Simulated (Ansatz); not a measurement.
# Zr3O: the cost of one run

Computed with Ansatz 0.2.0 (DFT PBEsol, scalar-relativistic, plane waves, PAW, unless a step's input says otherwise).

The COD entry's cell or inner coordinates are ideal or old and differ from later refinements, so a difference from it is no clean test against experiment.

39 further runs of the same task are left out: 39 set aside as unsound or not needed.

### 1 The system as given

The structure is hexagonal, space group P6_322 (No. 182). The conventional cell has a = 5.584 Å, b = 5.584 Å, c = 5.156 Å, α = 90.00°, β = 90.00°, γ = 120.00°. Zr (site symmetry 2) has 2 O at 2.25 Å as nearest neighbours. Around O (site symmetry 32) lie 6 Zr at 2.25 Å.

Structure file:

```cif
data_structure
_symmetry_space_group_name_H-M 'P6_322'
_symmetry_Int_Tables_number 182
_cell_length_a 5.5843
_cell_length_b 5.5843
_cell_length_c 5.1557
_cell_angle_alpha 90.000
_cell_angle_beta 90.000
_cell_angle_gamma 120.000
_cell_volume 139.24
loop_
_atom_site_label
_atom_site_type_symbol
_atom_site_symmetry_multiplicity
_atom_site_Wyckoff_symbol
_atom_site_fract_x
_atom_site_fract_y
_atom_site_fract_z
_atom_site_occupancy
Zr1 Zr 6 g 0.33947 0.00000 0.00000 1
O1 O 2 c 0.33333 0.66667 0.25000 1
```

This cell was relaxed beforehand with the same method: volume 17.40 Å³/atom, gap on the mesh none (metal).

### 2 The scan

Atoms count from 1 in the order of the input.

The energy is mapped over a free internal coordinate and the cell.

First coordinate, shift of Zr1 along [1 0 0], its symmetry partners moved as symmetry demands (measured in the relaxed cell): 9 values from −0.150 Å. Second coordinate, c/a of the conventional cell at fixed volume: 9 values from 0.803 to 1.043.

Nothing else is relaxed (all other coordinates fixed). Energies count from the relaxed crystal. Points are written as (first, second).

### 3 Grid point (−0.150 Å, 1.043)

File input.yaml:

```yaml
crystal:
  lattice:
    - [5.3613299101, 0.0, 0.0]
    - [-2.6806649551, 4.6430479003, 0.0]
    - [0.0, 0.0, 5.5934754953]
  atoms:
    - { symbol: Zr, position: [0.3126109405, 0.0, 0.0] }
    - { symbol: Zr, position: [0.3126109405, 0.3126109405, 0.5] }
    - { symbol: Zr, position: [0.0, 0.3126109405, 0.0] }
    - { symbol: Zr, position: [0.6873890595, 0.0, 0.5] }
    - { symbol: Zr, position: [0.6873890595, 0.6873890595, 0.0] }
    - { symbol: Zr, position: [0.0, 0.6873890595, 0.5] }
    - { symbol: O, position: [0.3333333333, 0.6666666667, 0.25] }
    - { symbol: O, position: [0.6666666667, 0.3333333333, 0.75] }
basis:
  ecutwfc: 520.0
kpoints:
  mp_grid: { grid: [9, 9, 8] }
hamiltonian:
  xc: pbesol
  pseudopotentials: { kind: paw, azcp: { folder: soft_1 } }
scf:
  occupations: { method: gaussian, width: 0.15 }
output:
  forces: true
  stress: true
  eigenvalues: true
```

Run with:

```sh
ansatz run input.yaml --threads 4 --pin off --max-ram 8192MiB --backend cpu --events-out ev --progress --plain --runs-dir out
```

Q: Estimate wall time and peak memory on 4 threads of Intel Xeon Platinum 8375C at 2.90GHz (Ice Lake), shared host.

About 9.9 s, with a peak of 0.8 GiB.
